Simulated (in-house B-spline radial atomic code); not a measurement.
# Ru³⁺: ionisation energy by several methods

The task here is to estimate one member of a computed series from the others.

Method: Dirac-Coulomb, several functionals; spherical all-electron atom at the radial basis limit. Code: in-house B-spline radial atomic code version 1.

## What is computed

- element: ruthenium (Z = 44)
- charge: +3
- electrons: 41
- configuration: [Kr] 4d5
- nucleus: Fermi, rms radius 4.481 fm

Outer shells as boxes (Hund's rule):

[Kr] 4d5
```
[Kr] core
4d [↑ ][↑ ][↑ ][↑ ][↑ ]
```

The boxes only draw the filling; these runs are spin-restricted and spherical.

The first run:

Settings of the run:

```ini
Z = 44
electrons = 41.0
configuration = [Kr] 4d5
hamiltonian = dirac
method = am05
spin_polarised = False
nucleus = fermi
rms_radius = 4.4809
mass_number = 102
atomic_mass = 101.904340312
speed_of_light = 137.035999084
```

Steps of the session up to this table: AM05, a GGA; exchange-only LDA; PW91, a GGA; LDA (VWN5); PBEsol, a GGA; relativistic LDA.

One table of the session follows, with a row left open; its other results are not shown here.

```
           method  ΔSCF (eV)
exchange-only LDA     43.096
       LDA (VWN5)     44.719
 relativistic LDA     44.736
             AM05     44.480
             PW91     44.583
           PBEsol          ?
```

Estimate the missing values for PBEsol.

The run gave: ΔSCF (eV): 44.484. In the column «ΔSCF (eV)» it lies between AM05 (44.480) and PW91 (44.583).
